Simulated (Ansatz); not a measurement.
**BGeH4Na (SMILES [Na][BH][GeH3]): one structure at several levels**

The atoms stand at a structure displaced at random from a GFN2-xTB minimum. How far do the functionals agree with CCSD(T) there?

Program: Ansatz 0.2.0, Gaussian basis. Level of theory: single points in def2-TZVPP. These are calculated values, not measurements.

Correlated methods freeze the cores. Filled d shells of the heavier atoms are correlated. The outer core shell of Li, Na, Mg and K is correlated.

### 1 The system as given

7 atoms, charge 0, spin multiplicity 1.

Atoms are counted from 1 here; the program's logs count them from 0.

Bond lengths: Na1–B2 2.413 Å, B2–Ge3 2.137 Å, B2–H4 1.206 Å, Ge3–H5 1.760 Å, Ge3–H6 1.545 Å, Ge3–H7 1.725 Å. Angles: Na1–B2–Ge3 99.9°, Na1–B2–H4 154.7°, Ge3–B2–H4 105.0°, B2–Ge3–H5 114.6°, B2–Ge3–H6 118.1°, B2–Ge3–H7 129.4°, H5–Ge3–H6 90.6°, H5–Ge3–H7 99.3°, H6–Ge3–H7 96.7°.

As a file:

```
Na   -2.6173   -1.1457   -0.1797
B    -0.2554   -1.4220    0.2315
Ge    0.3940    0.6028    0.0212
H     0.7560   -2.0581    0.3937
H    -0.1538    1.3997   -1.4490
H    -0.2969    1.6822    0.8838
H     1.9875    1.2577    0.1153
```

### 2 CCSD(T)/def2-TZVPP

run/in.yaml

```yaml
crystal:
  periodic: [false, false, false]
  atoms:
    - {symbol: Na, position_ang: [-2.617300, -1.145700, -0.179700]}
    - {symbol: B, position_ang: [-0.255400, -1.422000, 0.231500]}
    - {symbol: Ge, position_ang: [0.394000, 0.602800, 0.021200]}
    - {symbol: H, position_ang: [0.756000, -2.058100, 0.393700]}
    - {symbol: H, position_ang: [-0.153800, 1.399700, -1.449000]}
    - {symbol: H, position_ang: [-0.296900, 1.682200, 0.883800]}
    - {symbol: H, position_ang: [1.987500, 1.257700, 0.115300]}
basis:
  gaussian: {orbitals: def2-TZVPP}
correlation: {method: ccsd_t}
output: {forces: true}
```

The command line of these runs was not kept.

### 3 PBE0-D4/def2-TZVPP

Edit run/in.yaml of step 2 so:

```diff
@@ -12,3 +12,3 @@
   gaussian: {orbitals: def2-TZVPP}
-correlation: {method: ccsd_t}
-output: {forces: true}
+hamiltonian: {xc: pbe0, dispersion: d4}
+output: {forces: true, orbitals: {seedname: orbitals}}
```

### 4 wB97M-V/def2-TZVPP

Edit run/in.yaml of step 3 so:

```diff
@@ -12,3 +12,3 @@
   gaussian: {orbitals: def2-TZVPP}
-hamiltonian: {xc: pbe0, dispersion: d4}
-output: {forces: true, orbitals: {seedname: orbitals}}
+hamiltonian: {xc: {name: wB97M-V}}
+output: {forces: true}
```

### 5 r2SCAN-D4/def2-TZVPP

Edit run/in.yaml of step 4 so:

```diff
@@ -12,3 +12,3 @@
   gaussian: {orbitals: def2-TZVPP}
-hamiltonian: {xc: {name: wB97M-V}}
+hamiltonian: {xc: r2scan, dispersion: d4}
 output: {forces: true}
```

### 6 PBE-D4/def2-TZVPP

Edit run/in.yaml of step 5 so:

```diff
@@ -12,3 +12,3 @@
   gaussian: {orbitals: def2-TZVPP}
-hamiltonian: {xc: r2scan, dispersion: d4}
+hamiltonian: {xc: pbe, dispersion: d4}
 output: {forces: true}
```

### 7 LC-wPBE/def2-TZVPP

Edit run/in.yaml of step 6 so:

```diff
@@ -12,3 +12,3 @@
   gaussian: {orbitals: def2-TZVPP}
-hamiltonian: {xc: pbe, dispersion: d4}
+hamiltonian: {xc: {name: LC-wPBE}}
 output: {forces: true}
```

### 8 r2SCAN0-D4/def2-TZVPP

Edit run/in.yaml of step 7 so:

```diff
@@ -12,3 +12,3 @@
   gaussian: {orbitals: def2-TZVPP}
-hamiltonian: {xc: {name: LC-wPBE}}
+hamiltonian: {xc: {name: r2SCAN0}, dispersion: d4}
 output: {forces: true}
```

(Steps that only read results are left out.)

Before running it: what results should come out? Wanted: energy less free atoms, CCSD(T)/def2-TZVPP; RMS force component; RMS force error; HOMO and LUMO, PBE0-D4; T1 diagnostic.

The runs gave:

| quantity | value |
| --- | --- |
| energy less free atoms, CCSD(T)/def2-TZVPP | -16.111 eV |
| RMS force component | 0.747 to 0.942 eV/Å over the methods |
| RMS force error | PBE0-D4 0.065, wB97M-V 0.047, r2SCAN-D4 0.086, PBE-D4 0.175, LC-wPBE 0.101, r2SCAN0-D4 0.051 eV/Å |
| HOMO and LUMO, PBE0-D4 | -5.19 and -1.82 eV |
| T1 diagnostic | 0.013 |

Against CCSD(T) the functionals' energies less atoms differ by -0.387 to +0.082 eV, PBE-D4 by -0.315 eV. The reference is not at the basis limit: in triple zeta CCSD(T) underbinds, which counts against methods that bind more; the gaps are no ranking. On forces the order runs from wB97M-V to PBE-D4. Frozen-core CCSD(T) forces in triple zeta carry basis errors of their own, and this is one geometry, so small gaps rank nothing. The restricted Hartree–Fock reference is unstable towards an unrestricted one at one or more of these structures.
